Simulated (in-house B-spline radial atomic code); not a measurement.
# Fe⁵⁺: ionisation energy by several methods

An exercise on one series of results from a longer session: the logs are not shown, and one member is left open.

Program: in-house B-spline radial atomic code version 1. Level of theory: scalar-relativistic (X2C), several functionals, spin-polarised; spherical all-electron atom at the radial basis limit. These are calculated values, not measurements, unless marked.

## What is computed

```
element       : iron (Z = 26)
charge        : +5
electrons     : 21
configuration : [Ar] 3d3
nucleus       : Fermi, rms radius 3.738 fm
```

Outer shells as boxes (Hund's rule):

[Ar] 3d3
```
[Ar] core
3d [↑ ][↑ ][↑ ][  ][  ]
```

Where spins are not typed, each open shell is filled with up spins first.

Set-up of the first run:

Settings of the run:

```ini
Z = 26
electrons = 21.0
configuration = [Ar] 3d3
hamiltonian = x2c
method = pw91,pw91
spin_polarised = True
nucleus = fermi
rms_radius = 3.7377
mass_number = 56
atomic_mass = 55.934935537
speed_of_light = 137.035999084
```

Steps of the session up to this table: PW91, a GGA; BLYP, a GGA; exchange-only LDA; PBEsol, a GGA; LDA (PW92); AM05, a GGA; r2SCAN, a meta-GGA; BP86, a GGA.

One table of the session follows, with a row left open; its other results are not shown here.

| method | ΔSCF (eV) |
| --- | --- |
| exchange-only LDA | 98.007 |
| LDA (PW92) | 99.736 |
| PW91 | 99.654 |
| BLYP | 99.433 |
| PBEsol | 99.481 |
| AM05 | 99.505 |
| BP86 | 99.536 |
| r2SCAN | ? |

Q: Estimate the row for r2SCAN from the others.

**Answer.** ΔSCF (eV): 99.679. In the column «ΔSCF (eV)» it lies between PW91 (99.654) and LDA (PW92) (99.736).
